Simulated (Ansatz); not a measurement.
**SiBr2 (SMILES Br[Si]Br): levels of theory compared**

We compute a comparison of 6 runs (B3LYP/def2-SVPD, BHLYP/def2-SVPD, PBE/def2-SVPD, r2SCAN/def2-SVPD, RPA@PBE0/def2-SVPD, CCSD/def2-SVPD) of SiBr2. 

The calculation is run with Ansatz 0.2.0.

26 further runs of the same task are left out: 1 that didn't finish, 25 set aside as unsound or not needed. Runs told in other sessions of the task aren't counted.

**1. The molecule**

The species is SiBr2 (3 atoms), meant as a singlet with charge 0. As SMILES, `Br[Si]Br`. The Si2–Br3 distance was set to 4.947 Å, away from the relaxed value. At this shape a bond of the SMILES string is far longer than usual.

Bond lengths: Br1–Si2 2.249 Å.

**2. The energy at B3LYP/def2-SVPD (run 1)**

molecule.yaml reads:

```yaml
basis:
  gaussian: {orbitals: def2-SVPD}
crystal:
  periodic: [false, false, false]
  atoms:
    - {symbol: Br, position_ang: [0.310305, 3.956040, 0.588581]}
    - {symbol: Si, position_ang: [-1.434795, 2.999640, -0.458719]}
    - {symbol: Br, position_ang: [-0.216000, -1.792600, -0.307800]}
hamiltonian: {xc: {name: B3LYP}}
output: {orbitals: {seedname: orbitals}}
accuracy: high
```

Command:

```bash
$ ansatz run molecule.yaml --threads 1 --pin off --max-ram 2610MiB --events-out events.jsonl --progress --plain --runs-dir runs
```

The program printed:

```text
Warning: RAYON_NUM_THREADS=1 ignored (pool sized by the plan → 1); use --threads N
Functional definition: B3LYP
  name "B3LYP"
  parameter a0 = 0.2
  parameter ax = 0.72
  parameter ac = 0.81
  exchange = (1 - a0 - ax)*slater_x + ax*b88_x + a0*exact_x
  correlation = (1 - ac)*vwn_rpa_c + ac*lyp_c
1767 factors; integrals over basis functions are off by at most 4.6e-9 eV
mean field evaluation 1: about -147947.3626 eV, gradient 2.4e1 eV
mean field evaluation 2: about -147735.6703 eV, gradient 1.2e2 eV
mean field evaluation 4: about -147949.9961 eV, gradient 1.3e1 eV
mean field evaluation 8: about -147950.0334 eV, gradient 1.3e1 eV
mean field evaluation 16: about -147951.0813 eV, gradient 1.5e-2 eV
mean field evaluation 32: about -147891.9967 eV, gradient 8.9e1 eV
mean field evaluation 64: about -147925.8966 eV, gradient 5.1e1 eV
mean field evaluation 96: about -147950.8033 eV, gradient 6.6e-1 eV
mean field evaluation 128: about -147936.1919 eV, gradient 3.0e1 eV
mean field evaluation 160: about -147945.8772 eV, gradient 7.0e0 eV
mean field evaluation 192: about -147950.8033 eV, gradient 6.6e-1 eV
mean field -147951.08130939 eV, -5437.1019532754 hartree, gradient 1.9e-8 eV, S^2 0.000000; 10 other end points of the search recorded, 0 dependent functions left out
reference -147951.08134512 eV, -5437.1019545885 hartree; 42, 42 occupied and 64, 64 virtual orbitals, 1767 factors
Total energy: -147951.08134512 eV, -5437.1019545885 hartree
```

Run time: 51 s. Hardware: 1 thread of Arm Neoverse V2, shared host; peak memory 0.48 GiB.

**3. The energy at BHLYP/def2-SVPD (run 2)**

run.yaml reads:

```yaml
crystal:
  periodic: [false, false, false]
  atoms:
    - {symbol: Br, position_ang: [0.310305, 3.956040, 0.588581]}
    - {symbol: Si, position_ang: [-1.434795, 2.999640, -0.458719]}
    - {symbol: Br, position_ang: [-0.216000, -1.792600, -0.307800]}
basis:
  gaussian:
    orbitals: def2-SVPD
accuracy: high
hamiltonian:
  xc: {name: BHLYP}
output:
  orbitals: {seedname: orbitals}
```

Command:

```bash
$ ansatz run run.yaml --threads 1 --pin off --max-ram 2610MiB --events-out events.jsonl --progress --plain --runs-dir runs
```

The program printed:

```text
Warning: RAYON_NUM_THREADS=1 ignored (pool sized by the plan → 1); use --threads N
Functional definition: BHLYP
  name "BHLYP"
  parameter a = 0.5
  exchange = (1 - a)*b88_x + a*exact_x
  correlation = lyp_c
1767 factors; integrals over basis functions are off by at most 4.6e-9 eV
mean field evaluation 1: about -147944.7938 eV, gradient 2.3e1 eV
mean field evaluation 2: about -147738.6696 eV, gradient 1.1e2 eV
mean field evaluation 4: about -147947.6530 eV, gradient 7.6e0 eV
mean field evaluation 8: about -147947.6535 eV, gradient 7.6e0 eV
mean field evaluation 16: about -147948.0117 eV, gradient 9.7e-5 eV
mean field evaluation 32: about -147947.3448 eV, gradient 1.0e1 eV
mean field -147948.01169502 eV, -5436.9891470278 hartree, gradient 2.0e-8 eV, S^2 0.000000; 4 other end points of the search recorded, 0 dependent functions left out
reference -147948.01171967 eV, -5436.9891479339 hartree; 42, 42 occupied and 64, 64 virtual orbitals, 1767 factors
Total energy: -147948.01171967 eV, -5436.9891479339 hartree
```

It took 17 s on 1 thread of Arm Neoverse V2, shared host; peak memory 0.37 GiB.

Runs 3 to 5 aren't shown in full; the table further down has their settings and results.

**4. A single-point energy at CCSD/def2-SVPD (run 6)**

input.yaml reads:

```yaml
crystal:
  periodic: [false, false, false]
  atoms:
    - {symbol: Br, position_ang: [0.310305, 3.956040, 0.588581]}
    - {symbol: Si, position_ang: [-1.434795, 2.999640, -0.458719]}
    - {symbol: Br, position_ang: [-0.216000, -1.792600, -0.307800]}
basis:
  gaussian:
    orbitals: def2-SVPD
total_charge: 0
magnetization:
  spin_polarized: false
correlation:
  method: ccsd
  frozen_orbitals: {Br: 9, Si: 5}
accuracy: high
scf:
  omitted_lower_state_checks: [cluster_reference, increment]
```

Command:

```bash
$ ansatz run input.yaml --threads 1 --pin off --max-ram 2610MiB --events-out events.jsonl --progress --plain --runs-dir runs
```

The program printed:

```text
Warning: RAYON_NUM_THREADS=1 ignored (pool sized by the plan → 1); use --threads N
[... 13 lines left out ...]
23 core orbitals not correlated: weight in the atoms' cores, before any rotation towards them, 1.000 or more for the frozen orbitals, at most 0.000 for the correlated occupied ones
[... 59 lines left out ...]
WARN: these amplitudes may be one of several solutions (largest doubles amplitude 0.52, level shift 0.00 eV)
Total energy: -147853.90017799 eV, -5433.5306125682 hartree
Checks for a lower state left out: cluster_reference, increment
```

Wall time 31 s (1 thread of Arm Neoverse V2, shared host); peak memory 0.47 GiB.

**5. The series**

| run | level | frozen core orbitals | energy (Eh) | wall time |
| --- | --- | --- | --- | --- |
| 1 | B3LYP/def2-SVPD | – | -5437.101955 | 51 s |
| 2 | BHLYP/def2-SVPD | – | -5436.989148 | 17 s |
| 3 | PBE/def2-SVPD | – | -5436.120295 | 37 s |
| 4 | r2SCAN/def2-SVPD | – | -5436.982828 | 93 s |
| 5 | RPA@PBE0/def2-SVPD | 23 | -5433.710993 | 68 s |
| 6 | CCSD/def2-SVPD | 23 | -5433.530613 | 31 s |

**6. What came out**

| quantity | value |
| --- | --- |
| run 6: total energy | -5433.53061 Eh |
| run 6: correlation energy (23 core orbitals frozen) | -574.0 mEh |
| run 6: T1 diagnostic | 0.094 |

What this shows: Totals of different functionals can't be ranked against each other. In run 6 the T1 diagnostic is large, so a single reference may not serve. In runs 5, 6 the log says that unrestricted orbitals would lower the reference, so the values rest on an unstable closed-shell determinant (other closed-shell runs at this shape may share the fault). In all runs a closed-shell determinant meets a far-stretched bond; if it breaks into open shells, such a determinant describes it badly, and no broken-symmetry solution was shown. All runs together took 4.9 min, the longest 93 s.
